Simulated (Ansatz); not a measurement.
# WHO+ (quintet): wave-function methods side by side, def2-TZVPP

An exercise on one series of results from a longer session: the logs are not shown, and one member is left open.

Method: def2-TZVPP, core rule «outside noble gas», up to 5 orbitals frozen; program: Ansatz 0.2.0, Gaussian basis.

The runs, in order: UHF; ROHF; CCSD(T) on UHF.

## What is computed

The geometry is a PBE0/def2-TZVP stationary point (not a proven minimum) of the parent state, kept for this charge and spin. No spin-orbit coupling is included. Elements past krypton take def2 core potentials.

3 atoms, charge 1, spin multiplicity 5.

Atoms are counted from 1 here; the program's logs count them from 0.

Bond lengths: W1–O2 1.971 Å, W1–H3 1.725 Å. Angles: O2–W1–H3 121.7°.

Set-up of the first run:

Input file in.yaml:

```yaml
crystal:
  periodic: [false, false, false]
  atoms:
    - {symbol: W, position_ang: [0.000000, -0.016260, 0.151778]}
    - {symbol: O, position_ang: [0.000000, 0.098866, -1.815880]}
    - {symbol: H, position_ang: [0.000000, 1.396412, 1.141010]}
basis:
  gaussian: {orbitals: def2-TZVPP}
total_charge: 1
magnetization: {spin_polarized: true, initial_magnetization: 4}
hamiltonian: {xc: hf}
output: {orbitals: {seedname: orbitals}}
```

Started as:

```bash
> ansatz run in.yaml --threads 1 --pin off --events-out ev --progress --plain --max-ram 2560MiB --backend cpu
```

Steps of the session up to this table: UHF; ROHF; CCSD(T) on UHF.

One table of the session follows, with a row left open; its other results are not shown here.

It belongs to the step «Misses and costs». 

| method | from UCCSD(T) (kcal/mol) |
| --- | --- |
| ROHF | ? |
| UHF | +215.78 |
| UMP2 | +26.08 |
| UCCSD | +10.83 |
| UCCSD(T) | 0 |

Q: Estimate the row for ROHF from the others.

**Answer.** from UCCSD(T) (kcal/mol): +222.85. In the column «from UCCSD(T) (kcal/mol)» it is the highest.
